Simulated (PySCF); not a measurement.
# C2H5BrS2Si: the cost of one run

Programs: PySCF 2.14.0, with density-fitted response routines of our own. Each step states its level of theory. These are calculated values for one molecule in the gas phase, unless marked as measured. Atoms are numbered from 0 throughout.

### 1 The molecule as given

11 atoms, charge 0, multiplicity 1; geometry from: GFN2-xTB. The atoms were then displaced at random by about 0.01 Å, so the start is not that level's minimum.

Bonds of the start (Å): Br0–Si1 2.23, Si1–S2 2.15, S2–C3 1.78, C3–C4 1.52, C4–S5 1.82, S5–Si1 2.13, Si1–H6 1.45, C3–H7 1.11, C3–H8 1.11, C4–H9 1.07, C4–H10 1.10.

### 2 Relaxing the molecule at PBE0-D3(BJ)/def2-SVP

Job settings and geometry (Å):

```
{"job": {"xc": "PBE0", "basis": "def2-SVP", "d3": "d3bj", "grid": 1, "shake": 0.01, "kind": "geom"}, "charge": 0, "multiplicity": 1}
Br     3.304340    -0.001750     1.330360
Si     1.727360    -0.053600    -0.248010
S      0.395350     1.635990    -0.231940
C     -0.999180     0.708600     0.383050
C     -1.122000    -0.663310    -0.268770
S      0.360330    -1.647730     0.106700
H      2.410140    -0.147540    -1.524160
H     -1.891050     1.311690     0.129610
H     -0.952420     0.631920     1.490690
H     -1.220550    -0.580440    -1.331600
H     -1.974190    -1.219660     0.148400
```

The run is started by

```console
$ OMP_NUM_THREADS=1 python probes_run.py task.json out
```

One launch serves the whole session: the jobs run in the order shown.

**Question.** How long does this first job take on 1 thread of Arm Neoverse V2, shared host, and how much memory does it need?

About 2 min, with a peak of 0.59 GiB.
